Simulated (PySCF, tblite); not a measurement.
**C₅H₁₄NSi radical: geometry, infrared bands and EPR parameters**

What infrared bands and EPR parameters should C₅H₁₄NSi radical (`CC(C)(C)CN[SiH2]`) show?

Computed with tblite 0.8.0 and PySCF 2.14.0, with density-fitted response routines of our own, on a single molecule in the gas phase. Atoms count from 0, in the outputs and in this text.

### 1 The starting structure

21 atoms, charge 0, multiplicity 2; geometry from: force field or distance geometry start.

Bonds of the start (Å): C0–C1 1.52, C1–C2 1.53, C1–C3 1.53, C1–C4 1.49, C4–N5 1.39, N5–Si6 1.72, C0–H7 1.10, C0–H8 1.10, C0–H9 1.14, C2–H10 1.14, C2–H11 1.09, C2–H12 1.10, C3–H13 1.11, C3–H14 1.10, C3–H15 1.11, C4–H16 1.13, C4–H17 1.13, N5–H18 1.03, Si6–H19 1.47, Si6–H20 1.48.

### 2 Relaxing the molecule with GFN2-xTB

The job: settings as JSON, then the geometry in Å.

```
{"job": {"kind": "relax", "xc": "GFN2-xTB", "basis": "xTB"}, "charge": 0, "multiplicity": 2}
C     -0.014800    -1.343500     0.346100
C     -0.586600    -0.016000    -0.108300
C     -1.084500     0.677600     1.165000
C     -1.805200    -0.224000    -1.003800
C      0.367100     0.822800    -0.887200
N      1.559000     1.197200    -0.269900
Si     2.686600     0.023900     0.288600
H      0.581300    -1.821600    -0.439000
H      0.459600    -1.322900     1.338800
H     -0.925000    -2.013600     0.488700
H     -2.058100     0.138800     1.400200
H     -0.440000     0.534400     2.032800
H     -1.382400     1.723300     0.974200
H     -1.656500     0.376200    -1.928000
H     -2.683900     0.169600    -0.463700
H     -1.889600    -1.301300    -1.259200
H     -0.205800     1.746600    -1.206500
H      0.588700     0.272100    -1.853900
H      1.755400     2.198300    -0.109900
H      4.034900     0.167400    -0.270800
H      2.691000    -0.047100     1.765200
```

On the command line:

```console
> OMP_NUM_THREADS=1 python probes_run.py task.json out
```

One launch serves the whole session: the jobs run in the order shown.

What it wrote:

```text
step      E/eV     max force
  0    -610.35962    2.631
  1    -610.63028    0.777
  2    -610.69326    0.593
  3    -610.74980    0.573
  4    -610.79876    0.439
  5    -610.82938    0.418
  6    -610.85680    0.457
  7    -610.88085    0.382
  8    -610.89778    0.315
  9    -610.90966    0.210
 10    -610.92193    0.284
 11    -610.93610    0.303
 12    -610.95003    0.271
 13    -610.96208    0.237
 14    -610.97453    0.226
 15    -610.98949    0.327
 16    -611.00318    0.290
 17    -611.01206    0.175
 18    -611.01709    0.170
 19    -611.02136    0.193
 20    -611.02730    0.263
 21    -611.03575    0.257
 22    -611.04700    0.250
 23    -611.05840    0.232
 24    -611.06789    0.227
 25    -611.07671    0.252
 26    -611.08539    0.241
 27    -611.09395    0.198
 28    -611.10355    0.208
 29    -611.11338    0.244
 30    -611.12130    0.244
 31    -611.12585    0.290
 32    -611.12914    0.176
 33    -611.13227    0.136
 34    -611.13612    0.114
 35    -611.13865    0.131
 36    -611.14354    0.167
 37    -611.14816    0.181
 38    -611.15304    0.183
 39    -611.15642    0.142
 40    -611.15902    0.105
 41    -611.16075    0.091
 42    -611.16271    0.095
 43    -611.16448    0.123
 44    -611.16626    0.119
 45    -611.16844    0.114
 46    -611.17168    0.132
 47    -611.17598    0.144
 48    -611.18041    0.172
 49    -611.18448    0.173
 50    -611.18911    0.150
 51    -611.19461    0.205
 52    -611.20029    0.216
 53    -611.20299    0.330
 54    -611.20833    0.184
 55    -611.21242    0.140
 56    -611.22303    0.255
 57    -611.22828    0.161
 58    -611.23656    0.199
 59    -611.24408    0.202
 60    -611.24871    0.230
 61    -611.25627    0.183
 62    -611.25989    0.151
 63    -611.26125    0.078
 64    -611.26204    0.061
 65    -611.26274    0.065
 66    -611.26315    0.051
 67    -611.26358    0.043
 68    -611.26417    0.044
 69    -611.26455    0.045
 70    -611.26481    0.031
 71    -611.26506    0.031
 72    -611.26532    0.026
 73    -611.26554    0.031
 74    -611.26572    0.035
 75    -611.26587    0.029
 76    -611.26598    0.021
 77    -611.26604    0.018
 78    -611.26607    0.014
 79    -611.26611    0.015
 80    -611.26616    0.016
 81    -611.26624    0.018
 82    -611.26632    0.020
 83    -611.26639    0.020
 84    -611.26647    0.020
 85    -611.26657    0.024
 86    -611.26671    0.029
 87    -611.26687    0.033
 88    -611.26704    0.028
 89    -611.26722    0.030
 90    -611.26740    0.033
 91    -611.26756    0.028
 92    -611.26766    0.024
 93    -611.26772    0.019
 94    -611.26775    0.014
 95    -611.26779    0.016
 96    -611.26785    0.029
 97    -611.26792    0.034
 98    -611.26801    0.032
 99    -611.26811    0.028
100    -611.26823    0.027
101    -611.26842    0.039
102    -611.26875    0.068
103    -611.26929    0.094
104    -611.26992    0.086
105    -611.27046    0.048
106    -611.27087    0.041
107    -611.27115    0.063
108    -611.27155    0.077
109    -611.27211    0.063
110    -611.27295    0.074
111    -611.27324    0.043
112    -611.27369    0.044
113    -611.27499    0.061
114    -611.27626    0.069
115    -611.27813    0.111
116    -611.27889    0.141
117    -611.28073    0.172
118    -611.28245    0.065
119    -611.28370    0.059
120    -611.28635    0.122
121    -611.28732    0.065
122    -611.28880    0.093
123    -611.28982    0.111
124    -611.29065    0.093
125    -611.29192    0.060
126    -611.29245    0.174
127    -611.29402    0.074
128    -611.29486    0.065
129    -611.29613    0.055
130    -611.29710    0.076
131    -611.29846    0.089
132    -611.29987    0.087
133    -611.30108    0.120
134    -611.30195    0.121
135    -611.30294    0.066
136    -611.30373    0.057
137    -611.30419    0.044
138    -611.30458    0.038
139    -611.30484    0.034
140    -611.30508    0.039
141    -611.30539    0.048
142    -611.30576    0.044
143    -611.30613    0.043
144    -611.30649    0.050
145    -611.30681    0.051
146    -611.30712    0.041
147    -611.30736    0.027
148    -611.30755    0.022
149    -611.30767    0.032
150    -611.30775    0.029
151    -611.30782    0.021
152    -611.30786    0.019
153    -611.30791    0.022
154    -611.30797    0.029
155    -611.30804    0.023
156    -611.30808    0.015
157    -611.30811    0.012
158    -611.30813    0.015
159    -611.30815    0.015
160    -611.30818    0.012
161    -611.30821    0.011
162    -611.30823    0.011
163    -611.30826    0.013
164    -611.30829    0.016
165    -611.30835    0.020
166    -611.30842    0.021
167    -611.30851    0.021
168    -611.30860    0.019
169    -611.30870    0.027
170    -611.30881    0.035
171    -611.30895    0.030
172    -611.30907    0.034
173    -611.30919    0.033
174    -611.30929    0.025
175    -611.30940    0.029
176    -611.30951    0.029
177    -611.30964    0.029
178    -611.30977    0.033
179    -611.30993    0.031
180    -611.31014    0.038
181    -611.31038    0.046
182    -611.31057    0.042
183    -611.31075    0.026
184    -611.31086    0.019
185    -611.31093    0.018
186    -611.31098    0.017
187    -611.31102    0.020
188    -611.31107    0.021
189    -611.31112    0.015
190    -611.31116    0.013
191    -611.31119    0.012
192    -611.31122    0.013
193    -611.31127    0.015
194    -611.31133    0.020
195    -611.31141    0.019
196    -611.31150    0.016
197    -611.31159    0.021
198    -611.31169    0.025
199    -611.31182    0.028
200    -611.31195    0.030
201    -611.31205    0.026
202    -611.31214    0.029
203    -611.31222    0.023
204    -611.31233    0.018
205    -611.31238    0.014
206    -611.31242    0.016
207    -611.31245    0.015
208    -611.31247    0.010
```

It took 4.9 s on 1 thread of Intel Xeon at 2.50GHz, shared host.

Step by step: (not every step is listed)

| step | energy from step 0 (eV) | largest force (eV/Å) |
| --- | --- | --- |
| 0 | 0.0000 | 2.6310 |
| 1 | -0.2707 | 0.7765 |
| 2 | -0.3336 | 0.5933 |
| 3 | -0.3902 | 0.5728 |
| 4 | -0.4391 | 0.4386 |
| 5 | -0.4698 | 0.4182 |
| 6 | -0.4972 | 0.4567 |
| 7 | -0.5212 | 0.3815 |
| 8 | -0.5382 | 0.3150 |
| 27 | -0.7343 | 0.1980 |
| 46 | -0.8121 | 0.1324 |
| 65 | -0.9031 | 0.0650 |
| 84 | -0.9069 | 0.0201 |
| 103 | -0.9097 | 0.0941 |
| 122 | -0.9292 | 0.0934 |
| 141 | -0.9458 | 0.0476 |
| 160 | -0.9486 | 0.0117 |
| 179 | -0.9503 | 0.0313 |
| 198 | -0.9521 | 0.0249 |
| 203 | -0.9526 | 0.0227 |
| 204 | -0.9527 | 0.0184 |
| 205 | -0.9528 | 0.0145 |
| 206 | -0.9528 | 0.0156 |
| 207 | -0.9528 | 0.0146 |
| 208 | -0.9529 | 0.0099 |

Distances of close pairs at the start and the end, largest changes first:

| bond | before (Å) | after (Å) | change (Å) |
| --- | --- | --- | --- |
| C1–C4 | 1.490 | 1.549 | +0.059 |
| C0–H9 | 1.139 | 1.088 | -0.051 |
| C2–H10 | 1.137 | 1.088 | -0.049 |
| C4–H17 | 1.134 | 1.093 | -0.041 |
| C4–N5 | 1.394 | 1.435 | +0.041 |
| C4–H16 | 1.133 | 1.098 | -0.035 |
| N5–H18 | 1.033 | 1.008 | -0.024 |
| C3–H13 | 1.112 | 1.088 | -0.024 |

The next job starts from the end point, and lists it.

### 3 Infrared spectrum with GFN2-xTB

The job: settings as JSON, then the geometry in Å.

```
{"job": {"kind": "ir", "xc": "GFN2-xTB", "basis": "xTB"}, "charge": 0, "multiplicity": 2}
C     -0.238405    -1.418697     0.344595
C     -0.680952    -0.028861    -0.109651
C     -1.217286     0.758908     1.087831
C     -1.784369    -0.165715    -1.161632
C      0.508899     0.722904    -0.755491
N      1.571862     1.099581     0.131282
Si     2.892661     0.081047     0.571595
H      0.070285    -2.017285    -0.509496
H      0.606016    -1.345486     1.030301
H     -1.053171    -1.932982     0.849763
H     -2.114179     0.283284     1.479255
H     -0.480025     0.798021     1.887301
H     -1.471513     1.776813     0.796195
H     -2.151809     0.812341    -1.465620
H     -2.620500    -0.735948    -0.762672
H     -1.409548    -0.679675    -2.044116
H      0.121250     1.629343    -1.238083
H      0.938194     0.087747    -1.534624
H      1.285748     1.809592     0.787461
H      3.386639    -0.524226    -0.660376
H      3.831282     0.947280     1.275712
```

What it wrote:

```text
mode    cm-1     km/mol
  1      42.7      0.09
  2      97.0      0.09
  3     132.7      0.09
  4     181.8      0.04
  5     224.5      1.91
  6     231.2      0.31
  7     246.0      0.10
  8     276.4      0.21
  9     331.3      0.18
 10     354.4      1.37
 11     404.2      2.84
 12     417.1      0.82
 13     470.7     48.03
 14     522.0     27.65
 15     591.3     54.01
 16     618.0    110.34
 17     714.9    137.82
 18     780.5     14.79
 19     819.6    109.79
 20     933.2      6.33
 21     940.1      8.06
 22     964.1      2.08
 23     966.3      1.16
 24     968.1      0.75
 25    1037.8      1.19
 26    1048.3      3.56
 27    1165.2      0.28
 28    1174.3    124.44
 29    1233.6      9.26
 30    1258.0      9.17
 31    1291.7     12.87
 32    1345.1      7.12
 33    1384.5     54.19
 34    1404.9      5.88
 35    1406.8      4.27
 36    1428.3      7.03
 37    1479.2      0.74
 38    1484.8      3.58
 39    1492.1      0.66
 40    1499.2      0.21
 41    1505.2      2.96
 42    1511.5      2.06
 43    1515.4      4.32
 44    2265.0    136.91
 45    2281.9    625.41
 46    2896.6     68.02
 47    2961.0     41.58
 48    2979.8     18.55
 49    3016.7     19.66
 50    3021.5     24.41
 51    3023.9     11.32
 52    3026.9     42.00
 53    3028.4     50.26
 54    3033.2     36.18
 55    3034.7     80.29
 56    3037.2     51.43
 57    3455.0      4.83
```

Wall time 2.9 s (1 thread of Intel Xeon at 2.50GHz, shared host).

Which atoms move in the most intense modes:

| cm⁻¹ | km/mol | atoms |
| --- | --- | --- |
| 618 | 110.3 | H20 45 %, H19 38 % |
| 715 | 137.8 | H19 48 %, H20 46 % |
| 820 | 109.8 | Si6 30 %, N5 27 %, C4 17 % |
| 1174 | 124.4 | N5 41 %, C4 32 %, H17 14 % |
| 2265 | 136.9 | H19 66 %, H20 32 % |
| 2282 | 625.4 | H20 65 %, H19 30 % |
| 2897 | 68.0 | H16 92 % |
| 3035 | 80.3 | H10 38 %, H7 23 %, H11 14 % |

### 4 g tensor and hyperfine couplings: B3LYP/pcH-1

Settings changed since step 3:

```diff
@@ -1,2 +1,2 @@
-{"job": {"kind": "ir", "xc": "GFN2-xTB", "basis": "xTB"}, "charge": 0, "multiplicity": 2}
+{"job": {"kind": "epr", "basis": "pcH-1"}, "charge": 0, "multiplicity": 2}
 C     -0.238405    -1.418697     0.344595
```

Method: UKS B3LYP, pcH-1 on C H N Si, non-relativistic, mean-field spin-orbit, GIAO.

What it wrote:

```text
UKS, coarse grid
  cycle   1  E = -543.13155418  |g| = 4.20e-01
  cycle   2  E = -543.04336248  |g| = 5.93e-01
  cycle   3  E = -543.21178705  |g| = 1.04e-01
  cycle   4  E = -543.21613730  |g| = 3.69e-02
  cycle   5  E = -543.21673788  |g| = 7.90e-03
  cycle   6  E = -543.21676421  |g| = 3.50e-03
  cycle   7  E = -543.21676979  |g| = 6.99e-04
UKS, final grid
  cycle   1  E = -543.21680432  |g| = 8.46e-04
  cycle   2  E = -543.21680383  |g| = 1.42e-03
  cycle   3  E = -543.21680465  |g| = 1.16e-04
  cycle   4  E = -543.21680466  |g| = 4.15e-05
  cycle   5  E = -543.21680466  |g| = 1.65e-05
E = -543.21680466 Eh   <S^2> = 0.7521 (exact 0.7500)
g shifts (ppm)      1          2          3
  rmc          -152       -152       -152
  gc             20         31         27
  oz_so         -82        484       1335
  total        -214        363       1211
hyperfine (MHz)  atom isotope    a_iso     a_fc   dipolar eigenvalues
    0   13C      13.10      13.10     -1.71     -1.64      3.35
    1   13C      10.13      10.13     -1.42     -1.08      2.50
    2   13C      -0.31      -0.31     -0.36     -0.24      0.60
    3   13C       1.82       1.82     -0.44     -0.38      0.83
    4   13C      -7.02      -7.02     -1.01     -0.17      1.18
    5   14N       8.28       8.25    -10.69    -10.42     21.11
    6  29Si    -471.80    -472.65   -136.85     68.10     68.75
    7    1H      -0.60      -0.60     -1.85     -1.30      3.15
    8    1H       1.42       1.42     -6.37     -4.40     10.77
    9    1H       5.33       5.33     -1.43     -0.90      2.33
   10    1H      -0.03      -0.03     -0.68     -0.62      1.30
   11    1H       0.04       0.04     -1.79     -1.30      3.09
   12    1H       0.02       0.02     -0.89     -0.85      1.74
   13    1H       0.24       0.24     -0.70     -0.38      1.09
   14    1H      -0.21      -0.21     -0.65     -0.44      1.09
   15    1H      -0.08      -0.08     -0.66     -0.56      1.22
   16    1H      16.03      16.03     -2.07     -1.79      3.86
   17    1H       1.23       1.22     -2.33     -1.64      3.97
   18    1H     -14.36     -14.40    -12.20     -3.46     15.66
   19    1H      93.16      93.15     -7.59      0.01      7.59
   20    1H      89.90      89.89     -7.51      0.00      7.51
```

It took 4.6 min on 1 thread of Intel Xeon at 2.50GHz, shared host; peak memory 1.1 GiB.

Principal g values 2.00211, 2.00268, 2.00353; g(iso) = 2.00277, against 2.00232 for a free electron.

Mean a(iso) over the nuclei that a row names, and the largest dipolar term of the row (other rows stand at the frozen geometry):

| nuclei | isotope | a(iso) (MHz) | a(iso) (G, at g = 2.0023) | largest dipolar term (MHz) |
| --- | --- | --- | --- | --- |
| Si6 | 29Si | -471.8 | -168.3 | -136.9 |
| H19, H20 | 1H | 91.5 | 32.7 | -7.6 |
| H18 | 1H | -14.4 | -5.1 | 15.7 |
| C1 | 13C | 10.1 | 3.6 | 2.5 |
| H16, H17 | 1H | 8.6 | 3.1 | 4.0 |
| N5 | 14N | 8.3 | 3.0 | 21.1 |
| C4 | 13C | -7.0 | -2.5 | 1.2 |
| C0, C2, C3 | 13C | 4.9 | 1.7 | 3.3 |
| H7, H8, H9, H10, H11 and 4 more | 1H | 0.7 | 0.2 | 10.8 |

Mulliken spin populations:

C0 0.01; C1 0.01; C2 0.00; C3 0.00; C4 -0.01; N5 0.16; Si6 0.75; H7 0.00; H8 0.00; H9 0.00; H10 0.00; H11 0.00; H12 0.00; H13 0.00; H14 0.00; H15 0.00; H16 0.01; H17 0.00; H18 -0.01; H19 0.04; H20 0.04

In first order the couplings over 0.8 MHz of 1H, 14N give 54 distinct lines over 82.5 G, if the averaged nuclei exchange fast.

Orbitals, density, ELF and potential are computed afterwards from the orbital file.

ELF in a plane through or near 5 of the atoms.

Ten even steps from '0' (0.00) to '9' (1.00):
```
0000000000000000000000000000
0000000000000000000000000000
0000000000000000000000000000
0000000000000015630000000000
0000000000100059993000000000
0000000007980079995000000000
0000451008991049982000000000
0005885017981002200000000000
0016997147354322101100000000
0015887368266574445410000000
0001243227553385821762000000
0000025642027644732774000000
0000049992028600687552000000
0000289996016200799310000000
0000289996001000598200000000
0000048993000000033000000000
0000002430000000000000000000
0000000000000000000000000000
0000000000000000000000000000
0000000000000000000000000000
```
The map spans 13.3 Å across and 9.4 Å up, centred on the molecule. Atoms in the plane (x, y in Å): C3 (2.0, -0.5), N5 (-1.7, 0.6), H12 (1.1, 2.1), H18 (-1.6, 1.6), H19 (-3.1, -1.6).

On the surface of density 0.002 e/bohr³ the electrostatic potential runs, from the 1st to the 99th percentile, from -0.77 V near N5 to 1.47 V near H18.

The spin density lies nearest to Si6 51 %; N5 16 %; H19, H20 about 10 % each; H8 7 %.

### 5 Outcome

| quantity | value |
| --- | --- |
| strongest single infrared mode (GFN2-xTB) | 2282 cm⁻¹, 625 km/mol |
| zero-point energy (GFN2-xTB) | 112.9 kcal/mol |
| g(iso) (B3LYP) | 2.00277 |
| ⟨S²⟩ | 0.752 (exact 0.75) |
| largest a(iso) (averaged by class) | 29Si on Si6, -471.8 MHz |
| surface potential, 1st and 99th percentile | -0.77 V and 1.47 V |

What this shows: Relaxing lowered the energy by 0.953 eV in 208 steps; the close pair that moved most is C1–C4, from 1.490 to 1.549 Å. All 57 modes are real, so the xTB geometry is a minimum. The strongest single mode, at 2282 cm⁻¹, moves mainly H20. GFN2-xTB is a fitted tight-binding method: band positions and strengths are rough. Its intensities can rank the bands wrongly. Most of the unpaired spin sits on Si6 (0.75 e). The isotropic g lies 0.5 ppt above the free-electron value.
